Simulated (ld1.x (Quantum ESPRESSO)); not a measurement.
# Boron: generating and testing a PAW potential

Task: generate the file, and judge it by its errors in other configurations, its logarithmic derivatives, its ghosts and its cutoff.

Program: ld1.x (Quantum ESPRESSO) 7.5. Reference atom: PBEsol, scalar-relativistic, spherical and spin-unpolarised. All values are calculated.

## 1. Settings

Typed settings, in words:

```
element                 : boron (B, Z = 5)
type                    : PAW
frozen core             : [He]
valence charge          : 3
reference configuration : 2s2 2p1
partial waves           : 2s (bound): rcut 0.90, rcutus 1.25 bohr; 2s channel at 0.1 Ry: rcut 0.90, rcutus 1.25 bohr; 2p (bound): rcut 1.80, rcutus 2.25 bohr; 2p channel at 1.1 Ry: rcut 1.80, rcutus 2.25 bohr; 3d channel at 0.1 Ry: rcut 2.05, rcutus 2.20 bohr
local potential         : all-electron potential smoothed inside 1.30 bohr (lloc = -1)
core correction         : not asked for
augmentation charge     : PSQ, inside the norm-conserving radii
```

An earlier all-electron run gives the scale for the radii.

All-electron outer shells of the reference configuration (PBEsol, scalar-relativistic, ld1.x):

| shell | level (eV) | outermost node (bohr) | outermost maximum (bohr) |
| --- | --- | --- | --- |
| 1s | -179.55 | – | 0.21 |
| 2s | -9.36 | 0.46 | 1.52 |
| 2p | -3.56 | – | 1.59 |

## 2. The generation run

Contents of B.in:

```
 &input
   title='B', zed=5., rel=1, dft='PBESOL', iswitch=3,
   config='[He] 2s2 2p1 3d-2',
   nld=3, rlderiv=2.45, eminld=-3.0, emaxld=5.0, deld=0.02
 /
 &inputp
   pseudotype=3, lpaw=.true., tm=.true., lloc=-1, rcloc=1.30,
   nlcc=.false.,
   which_augfun='PSQ', rmatch_augfun_nc=.true.,
   file_pseudopw='B.UPF', file_wfcaegen='ae.wfc', file_wfcncgen='nc.wfc', file_beta='beta', file_chi='chi', file_wfcusgen='us.wfc'
 /
5
2S  1  0   2.00   0.00  0.90  1.25  0.0
2S  1  0   0.00   0.10  0.90  1.25  0.0
2P  2  1   1.00   0.00  1.80  2.25  0.0
2P  2  1   0.00   1.10  1.80  2.25  0.0
3D  3  2  -2.00   0.10  2.05  2.20  0.0
 &test
   configts(1)='2s2 2p1'
 /
```

The run is started by

```
$ ld1.x < B.in > B.out
```

Output in B.out (without the banner and most projector matrices):

```text
     Program LD1 v.7.5

     !!!!!!!!!!!!!!!!!!! WARNING !!!!!!!!!!!!!!!!!!!!!!!
     Message from routine ld1_readin:
     US requires at least two energies per channel 3D
     !!!!!!!!!!!!!!!!!!!!!!!!!!!!!!!!!!!!!!!!!!!!!!!!!!!
     --------------------------- All-electron run ----------------------------

     B
     scalar relativistic calculation

     atomic number is  5.00
     dft =PBESOL   lsd =0 sic =0 latt =0  beta=0.20 tr2=1.0E-14
     Exchange-correlation= PBESOL
                           (   1   4  10   8   0   0   0)
     mesh =1059 r(mesh) = 101.04461 a.u. xmin = -7.00 dx = 0.01250
     1 Ry =  13.60569312 eV, c = 137.03599908

     n l     nl                  e(Ry)          e(Ha)          e(eV)
     1 0     1S 1( 2.00)       -13.1966        -6.5983      -179.5488
     2 0     2S 1( 2.00)        -0.6880        -0.3440        -9.3611
     2 1     2P 1( 1.00)        -0.2613        -0.1307        -3.5553

     final scf error:  5.9E-15 reached in  38 iterations

     Etot =     -48.939619 Ry,     -24.469810 Ha,    -665.857443 eV

     Ekin =      48.734958 Ry,      24.367479 Ha,     663.072881 eV
     Encl =    -113.420501 Ry,     -56.710251 Ha,   -1543.164533 eV
     Eh   =      23.055873 Ry,      11.527936 Ha,     313.691127 eV
     Exc  =      -7.309949 Ry,      -3.654974 Ha,     -99.456918 eV

     normalization and overlap integrals

     s(1S/1S) =  1.000000  <r> =   0.3303  <r2> =    0.1482  r(max) =   0.2103
     s(2S/2S) =  1.000000  <r> =   1.9587  <r2> =    4.6280  r(max) =   1.5152
     s(2P/2P) =  1.000000  <r> =   2.3021  <r2> =    6.8779  r(max) =   1.5929

     ------------------------ End of All-electron run ------------------------

     --------------------- Generating PAW atomic setup --------------------

      Generating local potential from pseudized AE potential:
      Matching radius rcloc =   1.3000

      Local pseudo, rcloc= 1.304 Estimated cut-off energy=    13.86 Ry

      Computing core charge for PAW:

       r > 0.69 : true rho core
       r < 0.69 : rho core = a sin(br)/r    a=   2.09  b=   3.83

      Integrated core pseudo-charge :   0.51
      Wfc-us  2S rcutus= 1.241  Estimated cut-off energy=    27.53 Ry
      Wfc-us  2S rcutus= 1.241  Estimated cut-off energy=    28.65 Ry
      Wfc-us  2P rcutus= 2.260  Estimated cut-off energy=    15.11 Ry
      Wfc-us  2P rcutus= 2.260  Estimated cut-off energy=    27.62 Ry
      Wfc-us  3D rcutus= 2.205  Estimated cut-off energy=    21.05 Ry

     Required augmentation: PSQ   radius:    2.250000

     Q pseudized with Bessel functions
     Expected ecutrho=     295.8757 due to l1=  0   l2=  2

     Estimated PAW energy =  -10.686100 Ryd

     The PAW screened D coefficients
     0.49024     0.57260     0.00000     0.00000     0.00000
     0.57260     0.66830     0.00000     0.00000     0.00000
     0.00000     0.00000    -0.13048    -0.06028     0.00000
     0.00000     0.00000    -0.06028    -0.11778     0.00000
     0.00000     0.00000     0.00000     0.00000    -0.00217

     The PAW descreened D coefficients (US)
     0.51380     0.58796     0.00000     0.00000     0.00000
     0.58796     0.67258     0.00000     0.00000     0.00000
     0.00000     0.00000     0.01646     0.29750     0.00000
     0.00000     0.00000     0.29750     0.12055     0.00000
     0.00000     0.00000     0.00000     0.00000     0.04006

     ------------------- End of pseudopotential generation -------------------

     [... the all-electron block is printed once more ...]


     Computing logarithmic derivative in   2.45182
     Computing logarithmic derivative in   2.45182
     Computing the partial wave expansion
     R is outside the sphere for l=    0 j= 0.00
     R is outside the sphere for l=    0 j= 0.00
     R is outside the sphere for l=    1 j= 0.00
     R is outside the sphere for l=    1 j= 0.00
     R is outside the sphere for l=    2 j= 0.00

     ---------------------- Testing the pseudopotential ----------------------

     B
     scalar relativistic calculation

     atomic number is  5.00   valence charge is  3.00
     dft = SLA  PW   PSX  PSC   lsd =0 sic =0 latt =0  beta=0.20 tr2=1.0E-14
     mesh =1059 r(mesh) = 101.04461 xmin = -7.00 dx = 0.01250

     n l     nl             e AE (Ry)        e PS (Ry)    De AE-PS (Ry)
     1 0     2S   1( 2.00)       -0.68803       -0.68803        0.00000
     2 1     2P   1( 1.00)       -0.26131       -0.26131        0.00000

     eps = 8.9E-15  iter =  4

     Etot =     -48.939619 Ry,     -24.469810 Ha,    -665.857443 eV
     Etotps =   -10.686109 Ry,      -5.343055 Ha,    -145.391920 eV

     Ekin =       5.604903 Ry,       2.802451 Ha,      76.258589 eV
     Encl =     -12.968042 Ry,      -6.484021 Ha,    -176.439203 eV
     Ehrt =       3.986979 Ry,       1.993489 Ha,      54.245609 eV
     Ecxc =      -7.309948 Ry,      -3.654974 Ha,     -99.456914 eV

     ---------------------- End of pseudopotential test ----------------------
```

It took 2.2 s on 1 thread of Neoverse-N1, shared host. This counts the later configuration tests of the new file too.

All-electron and pseudo partial waves u(r) = r·R(r), from the program's wave files:

```
r (bohr)    2s AE   2s PS
   0.113  -0.2817  0.0536
   0.225  -0.2861  0.1094
   0.338  -0.1720  0.1706
   0.450  -0.0174  0.2372
   0.563   0.1425  0.3099
   0.675   0.2875  0.3856
   0.788   0.4131  0.4627
   0.900   0.5154  0.5357
   1.013   0.5962  0.6018
   1.125   0.6554  0.6561
   1.238   0.6965  0.6965
   1.350   0.7212  0.7212
   1.463   0.7327  0.7327
   1.575   0.7331  0.7331
   1.688   0.7244  0.7244
   1.800   0.7090  0.7090
   1.913   0.6879  0.6879
   2.025   0.6631  0.6631
   2.138   0.6352  0.6352
   2.250   0.6057  0.6057
   2.363   0.5747  0.5747
   2.475   0.5435  0.5435
   2.588   0.5121  0.5121
   2.700   0.4812  0.4812
   2.813   0.4508  0.4508
   2.925   0.4216  0.4216
```

## 3. Testing the new file in other configurations

Contents of B.test.in:

```
 &input
   title='B', zed=5., rel=1, dft='PBESOL', iswitch=2,
   config='[He] 2s2 2p1 3d-2'
 /
 &test
   file_pseudo='B.UPF', nconf=8,
   configts(1)='2s2 2p1',
   configts(2)='2s2 2p0',
   configts(3)='2s1 2p0',
   configts(4)='2s2 2p0.5',
   configts(5)='2s2 2p1.3',
   configts(6)='2s1 2p1',
   configts(7)='2s0 2p3',
   configts(8)='2s1 2p2'
 /
```

The run is started by

```
$ ld1.x < B.test.in > B.test.out
```

B.test.out, the pseudopotential blocks:

```text
     ---------------------- Testing the pseudopotential ----------------------

     B
     scalar relativistic calculation

     atomic number is  5.00   valence charge is  3.00
     dft =SLA  PW   PSX  PSC   lsd =0 sic =0 latt =0  beta=0.20 tr2=1.0E-14
     mesh =1059 r(mesh) = 101.04461 xmin = -7.00 dx = 0.01250

     n l     nl             e AE (Ry)        e PS (Ry)    De AE-PS (Ry)
     1 0     2S   1( 2.00)       -0.68803       -0.68803        0.00000
     2 1     2P   1( 1.00)       -0.26131       -0.26131        0.00000

     eps = 7.1E-15  iter =  4

     Etot =     -48.939619 Ry,     -24.469810 Ha,    -665.857443 eV
     Etotps =   -10.686109 Ry,      -5.343055 Ha,    -145.391920 eV

     Ekin =       5.604903 Ry,       2.802451 Ha,      76.258589 eV
     Encl =     -12.968042 Ry,      -6.484021 Ha,    -176.439203 eV
     Ehrt =       3.986979 Ry,       1.993489 Ha,      54.245609 eV
     Ecxc =      -7.309948 Ry,      -3.654974 Ha,     -99.456914 eV

     ---------------------- End of pseudopotential test ----------------------

     ---------------------- Testing the pseudopotential ----------------------

     B
     [...]
     n l     nl             e AE (Ry)        e PS (Ry)    De AE-PS (Ry)
     1 0     2S   1( 2.00)       -1.42426       -1.42439        0.00013
     2 1     2P   1( 0.00)       -0.97362       -0.97367        0.00004

     eps = 8.6E-15  iter = 14

     Etot =     -48.341382 Ry,     -24.170691 Ha,    -657.718009 eV
     Etotps =   -10.087959 Ry,      -5.043980 Ha,    -137.253678 eV
     dEtot_ae =       0.598237 Ry
     dEtot_ps =       0.598150 Ry,   Delta E=       0.000088 Ry

     [...]
     ---------------------- End of pseudopotential test ----------------------

     ---------------------- Testing the pseudopotential ----------------------

     B
     [...]
     n l     nl             e AE (Ry)        e PS (Ry)    De AE-PS (Ry)
     1 0     2S   1( 1.00)       -2.29896       -2.29955        0.00059
     2 1     2P   1( 0.00)       -1.85728       -1.85667       -0.00061

     eps = 5.3E-15  iter =  9

     Etot =     -46.484682 Ry,     -23.242341 Ha,    -632.456312 eV
     Etotps =    -8.230864 Ry,      -4.115432 Ha,    -111.986606 eV
     dEtot_ae =       2.454938 Ry
     dEtot_ps =       2.455245 Ry,   Delta E=      -0.000307 Ry

     [...]
     ---------------------- End of pseudopotential test ----------------------

     ---------------------- Testing the pseudopotential ----------------------

     B
     [...]
     n l     nl             e AE (Ry)        e PS (Ry)    De AE-PS (Ry)
     1 0     2S   1( 2.00)       -1.03096       -1.03099        0.00003
     2 1     2P   1( 0.50)       -0.58868       -0.58859       -0.00009

     eps = 5.9E-15  iter = 18

     Etot =     -48.729751 Ry,     -24.364876 Ha,    -663.002041 eV
     Etotps =   -10.476337 Ry,      -5.238168 Ha,    -142.537825 eV
     dEtot_ae =       0.209868 Ry
     dEtot_ps =       0.209772 Ry,   Delta E=       0.000096 Ry

     [...]
     ---------------------- End of pseudopotential test ----------------------

     ---------------------- Testing the pseudopotential ----------------------

     B
     [...]
     n l     nl             e AE (Ry)        e PS (Ry)    De AE-PS (Ry)
     1 0     2S   1( 2.00)       -0.51340       -0.51342        0.00002
     2 1     2P   1( 1.30)       -0.09855       -0.09856        0.00001

     eps = 4.2E-15  iter = 19

     Etot =     -48.992867 Ry,     -24.496434 Ha,    -666.581914 eV
     Etotps =   -10.739437 Ry,      -5.369719 Ha,    -146.117489 eV
     dEtot_ae =      -0.053248 Ry
     dEtot_ps =      -0.053328 Ry,   Delta E=       0.000081 Ry

     [...]
     ---------------------- End of pseudopotential test ----------------------
```

3 tests gave no usable energy difference (2s1 2p1; 2s0 2p3; 2s1 2p2); the test run stopped with "negative rho".

The tests as a table, with energies relative to 2s2 2p1. The frozen-core shift comes from a second all-electron run, not shown, with the core orbitals held at their reference shape; it is that run's ΔE less the relaxed one.

| valence configuration | charge | ΔE all-electron (eV) | error AE − PS (meV) | frozen-core shift (meV) |
| --- | --- | --- | --- | --- |
| 2s2 2p0 | +1 | 8.139 | +1.2 | +0.5 |
| 2s1 2p0 | +2 | 33.401 | -4.2 | +7.3 |
| 2s2 2p0.5 | +0.5 | 2.855 | +1.3 | +0.1 |
| 2s2 2p1.3 | -0.3 | -0.724 | +1.1 | 0.0 |

## 4. Scattering by logarithmic derivatives

Taken from the files of the generation run. The phase is arctan(r·u′/u) with u = r·R, unwrapped, with energies in Ry. A pole is an energy at which the radial function vanishes at the test radius. The pseudo phase is shifted by a multiple of π to meet the all-electron one at the reference energy. Levels narrower than the energy grid can be missing from the poles. Left out: d, where the overlap operator is not positive , so their phases aren't trusted. The last column is the largest difference on the grid between −1 and +1 Ry.

```tsv
channel	radius (bohr)	reference (Ry)	poles AE	poles PS	window around the reference with phases within 0.05 rad (Ry)	largest difference near zero (rad)
s	2.45	-0.69	0.12	0.12	the whole range	0.000
p	2.45	-0.26	0.52	0.52, 4.96	below 2.5	0.001
```

Phases (rad) along the scan:

```
E (Ry)    p AE    p PS    s AE    s PS
 -3.00   1.317   1.317   1.288   1.288
 -2.52   1.289   1.288   1.245   1.245
 -2.04   1.247   1.246   1.171   1.171
 -1.56   1.178   1.177   1.011   1.011
 -1.08   1.036   1.035   0.416   0.415
 -0.60   0.544   0.543  -1.068  -1.068
 -0.12  -1.006  -1.006  -1.485  -1.485
  0.36  -1.503  -1.503  -1.632  -1.632
  0.84  -1.673  -1.673  -1.726  -1.726
  1.32  -1.795  -1.795  -1.815  -1.816
  1.80  -1.947  -1.949  -1.935  -1.935
  2.28  -2.245  -2.267  -2.151  -2.152
  2.76  -3.085  -3.227  -2.684  -2.692
  3.24  -4.037  -4.157  -3.679  -3.692
  3.72  -4.376  -4.456  -4.214  -4.222
  4.20  -4.519  -4.590  -4.424  -4.429
  4.68  -4.599  -4.673  -4.529  -4.534
```

## 5. Plane-wave convergence, by spherical Bessel functions

A separate test, outside the generator: the pseudo-atom's Hamiltonian at the reference potential is diagonalised in spherical Bessel functions j_l(qr) that vanish at 20 bohr, with q² up to the cutoff.

No cutoffs are read. The overlap operator is not positive in d (lowest eigenvalue -2.857), so the test is not defined there. The ghost test is not conclusive.

## 6. What came out

```
                                                quantity                                     value
                                                 cutoffs                            not determined
                                            bound ghosts                            not determined
                            largest test error (AE − PS)  -4.2 meV, for 2s1 2p0 (3 tests unsolved)
largest phase difference near zero energy, channels read                                 0.001 rad
         lowest eigenvalue of the overlap (Bessel basis)                                -2.857 (d)
               density cutoff estimated by the generator                                    296 Ry
```

In words: The overlap operator is not positive definite in d, so a plane-wave run would break down once the basis is large enough. The worst unpolarised test, 2s1 2p0, is off by 4.2 meV on 33.4 eV; by total energies transferability rates as very good where solved. The test run broke off, so later configurations gave nothing; the verdict rests on few tests. No cutoffs are read. Ghosts could not be judged. Near zero energy the phases of the channels with partial waves that could be evaluated agree within 0.001 rad.
